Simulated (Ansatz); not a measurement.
# C₇H₁₀: vertical ionisation energy

Aim: the vertical ionisation energy of C₇H₁₀, as cation minus neutral at the neutral's geometry, on several levels, and how well −ε(HOMO) stands in for it.

Program: Ansatz 0.2.0, Gaussian basis. Level of theory: unrestricted cation, the program's frozen cores in correlated methods. These are calculated values, not measurements.

The runs, in order: UKS PBE-D4/def2-TZVPP; UKS r2SCAN-D4/def2-TZVPP; UKS PBE0-D4/def2-TZVPP; UKS B3LYP-D4/def2-TZVPP; UKS wB97X-V/def2-TZVPP; UKS wB97M-V/def2-TZVPP; UKS B2PLYP/def2-TZVPP; UHF-CCSD(T)/def2-TZVPP; UHF-MP2/def2-QZVPP; extrapolation to the limit; then −ε(HOMO) from the neutral's earlier runs with LDA (SPW92), PBE-D4, revPBE-D4, BLYP-D4, r2SCAN-D4, B97M-V, PBE0-D4, B3LYP-D4, r2SCANh-D4, r2SCAN0-D4, HSE06-D4, BHLYP-D4, CAM-B3LYP-D4, LC-ωPBE, ωB97X-V, ωB97M-V.

## Step 1: The relaxed structure

The geometry comes from an earlier relaxation with PBE0-D4 in a triple-zeta def2 set; it is a stationary point, not always the lowest conformer.

SMILES `CC1(C)C=CC=C1`, 17 atoms, charge 0, spin multiplicity 1.

Atoms are counted from 1 here; the program's logs count them from 0.

Bond lengths: C1–C2 1.532 Å, C1–H8 1.093 Å, C1–H9 1.093 Å, C1–H10 1.092 Å, C2–C3 1.532 Å, C2–C4 1.504 Å, C2–C7 1.504 Å, C3–H11 1.093 Å, C3–H12 1.092 Å, C3–H13 1.093 Å, C4–C5 1.339 Å, C4–H14 1.083 Å, C5–C6 1.463 Å, C5–H15 1.083 Å, C6–C7 1.339 Å, C6–H16 1.083 Å, C7–H17 1.083 Å. Angles: C2–C1–H8 110.5°, C2–C1–H9 110.5°, C2–C1–H10 110.8°, H8–C1–H9 108.0°, H8–C1–H10 108.4°, H9–C1–H10 108.4°, C1–C2–C3 110.2°, C1–C2–C4 111.2°, C1–C2–C7 111.2°, C3–C2–C4 111.2°, C3–C2–C7 111.2°, C4–C2–C7 101.8°, C2–C3–H11 110.5°, C2–C3–H12 110.8°, C2–C3–H13 110.5°, H11–C3–H12 108.4°, H11–C3–H13 108.0°, H12–C3–H13 108.4° and more.

## Step 2: Cation, UKS PBE-D4/def2-TZVPP

The input, in.yaml:

```yaml
crystal:
  periodic: [false, false, false]
  atoms:
    - {symbol: C, position_ang: [1.301815, 0.882848, -0.730853]}
    - {symbol: C, position_ang: [0.296527, -0.077392, -0.086069]}
    - {symbol: C, position_ang: [0.925157, -1.464548, 0.084609]}
    - {symbol: C, position_ang: [-0.973964, -0.151821, -0.887020]}
    - {symbol: C, position_ang: [-2.009202, 0.270017, -0.150347]}
    - {symbol: C, position_ang: [-1.524362, 0.652897, 1.175777]}
    - {symbol: C, position_ang: [-0.200745, 0.458799, 1.227871]}
    - {symbol: H, position_ang: [2.196156, 0.975742, -0.109388]}
    - {symbol: H, position_ang: [1.610201, 0.513006, -1.712081]}
    - {symbol: H, position_ang: [0.864871, 1.875128, -0.857599]}
    - {symbol: H, position_ang: [1.227801, -1.870188, -0.884183]}
    - {symbol: H, position_ang: [0.217716, -2.157818, 0.543417]}
    - {symbol: H, position_ang: [1.813751, -1.407447, 0.718513]}
    - {symbol: H, position_ang: [-1.005061, -0.502477, -1.910938]}
    - {symbol: H, position_ang: [-3.042533, 0.325188, -0.468446]}
    - {symbol: H, position_ang: [-2.149159, 1.030692, 1.975092]}
    - {symbol: H, position_ang: [0.451032, 0.647383, 2.071646]}
basis:
  gaussian: {orbitals: def2-TZVPP}
total_charge: 1
magnetization: {spin_polarized: true, initial_magnetization: 1}
hamiltonian: {xc: pbe, dispersion: d4}
```

The run is started by

```bash
$ ansatz run in.yaml --threads 2 --pin off --events-out ev --progress --plain --max-ram 22528MiB --backend cuda --devices 0, --max-vram 18GiB
```

Further steps of the session: Cation, UKS r2SCAN-D4/def2-TZVPP; Cation, UKS PBE0-D4/def2-TZVPP; Cation, UKS B3LYP-D4/def2-TZVPP; Cation, UKS wB97X-V/def2-TZVPP; Cation, UKS wB97M-V/def2-TZVPP; Cation, UKS B2PLYP (frozen core)/def2-TZVPP; Cation, UHF-CCSD(T)/def2-TZVPP; Cation, UHF-MP2/def2-QZVPP.

Before running them: what should the planned runs give, taken together? Wanted: ionisation energy, CCSD(T)/CBS; nearest functional by difference; nearest −ε(HOMO); −ε(HOMO) of PBE; T1 of the cation.

As calculated:

| quantity | value |
| --- | --- |
| ionisation energy, CCSD(T)/CBS | 8.59 eV |
| nearest functional by difference | B2PLYP (-0.31 eV) |
| nearest −ε(HOMO) | ωB97X-V (-0.06 eV) |
| −ε(HOMO) of PBE | 5.26 eV |
| T1 of the cation | 0.017 |

In words: By cation minus neutral, the functionals miss by 0.48 eV at most. −ε(HOMO) of PBE misses by 3.3 eV, since self-interaction lifts the level. Among orbital estimates ωB97X-V comes nearest. Hartree-Fock falls 1.68 eV short, as the neutral has more correlation energy than the cation.
